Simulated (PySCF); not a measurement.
# PBr (triplet) under other conditions

How does PBr (triplet) answer to another spin, charge, distance or environment?

The runs use PySCF 2.14.0; method and basis as typed in the scripts.

5 further runs of the same task are left out: 5 that didn't finish.

## Step 1: Starting geometry

PBr (triplet): 2 atoms, charge 0, spin multiplicity 3.

Bond lengths: P1–Br2 2.289 Å.

## Step 2: Base script

input.py

```python
from pyscf import gto, scf, mcscf

mol = gto.M(
    atom='P 0 0 0; Br 0 0 2.289',
    basis='crenbl',
    ecp={'P': 'crenbl', 'Br': 'crenbl'},
    charge=0,
    spin=2,
    verbose=4,
)
mf = scf.ROHF(mol)
mf.kernel()
mc = mcscf.CASSCF(mf, 8, 6)
mc.kernel()
mc.analyze()
mf.dip_moment()
print('orbital energies (hartree):', mf.mo_energy[..., max(0, mol.nelec[1]-3):mol.nelec[0]+3].round(4))
```

The run is started by

```bash
OMP_NUM_THREADS=1 python input.py
```

Its log is not repeated here.

It gives: E(SCF) = -159.413595 Eh, 9 cycles, E(CAS) − E(SCF) = -0.03072 Eh, μ = 2.22 D (of the SCF density).

The bond length is a typed value, not an optimised one. The triplet is typed in the script; nothing here shows that it is the ground state.

## Step 3: Bond 3.434 Å

Edit 1 changes bond length: 2.289 Å → 3.434 Å.

input.py

```python
from pyscf import gto, scf, mcscf

mol = gto.M(
    atom='P 0 0 0; Br 0 0 3.434',
    basis='crenbl',
    ecp={'P': 'crenbl', 'Br': 'crenbl'},
    charge=0,
    spin=2,
    verbose=4,
)
mf = scf.ROHF(mol)
mf.kernel()
mc = mcscf.CASSCF(mf, 8, 6)
mc.kernel()
mc.analyze()
mf.dip_moment()
print('orbital energies (hartree):', mf.mo_energy[..., max(0, mol.nelec[1]-3):mol.nelec[0]+3].round(4))
```

The run is started by

```bash
OMP_NUM_THREADS=1 python input.py
```

## Step 4: Charge +1 (doublet)

Edit 2 changes charge: 0 → 1; spin (2S): 2 → 1; active space: 6 electrons in 8 orbitals → 7 electrons in 8 orbitals.

Changes to input.py since step 2:

```diff
@@ -6,4 +6,4 @@
     ecp={'P': 'crenbl', 'Br': 'crenbl'},
-    charge=0,
-    spin=2,
+    charge=1,
+    spin=1,
     verbose=4,
@@ -12,3 +12,3 @@
 mf.kernel()
-mc = mcscf.CASSCF(mf, 8, 6)
+mc = mcscf.CASSCF(mf, 8, 7)
 mc.kernel()
```

## Step 5: PCM, ε = 32.6

Edit 3 changes solvent: none (gas phase) → PCM, ε = 32.6; step after the SCF: casscf → analyze.

Changes to input.py since step 2:

```diff
@@ -1,2 +1,2 @@
-from pyscf import gto, scf, mcscf
+from pyscf import gto, scf, solvent
 
@@ -11,6 +11,6 @@
 mf = scf.ROHF(mol)
+mf = solvent.PCM(mf)
+mf.with_solvent.eps = 32.6
 mf.kernel()
-mc = mcscf.CASSCF(mf, 8, 6)
-mc.kernel()
-mc.analyze()
+mf.mulliken_pop()
 mf.dip_moment()
```

Before running it: what results should come out? Wanted: for each run, E(SCF); from base; SCF dipole; after the SCF.

**Answer**, as computed:

| run | E(SCF) (hartree) | from base (eV) | cycles | SCF dipole (D) | after the SCF |
| --- | --- | --- | --- | --- | --- |
| base | -159.413595 | 0 | 9 | 2.22 | CASSCF correlation -0.836 eV |
| bond 3.434 Å | -159.338036 | +2.0561 | 12 | 6.83 | CASSCF correlation -2.049 eV |
| charge +1 (doublet) | -159.049128 | +9.9177 | 12 | n/a | CASSCF correlation -1.889 eV |
| PCM, ε = 32.6 | -159.418220 | -0.1259 | 10 | 3.20 | n/a |

**Reading.** Of the runs whose energies can be compared, “bond 3.434 Å” moves the SCF energy most (+2.056 eV). At the SCF level, going to the doublet with one electron fewer costs 9.92 eV at fixed geometry. A continuum solvent with ε = 32.6 lowers the energy by 0.126 eV.
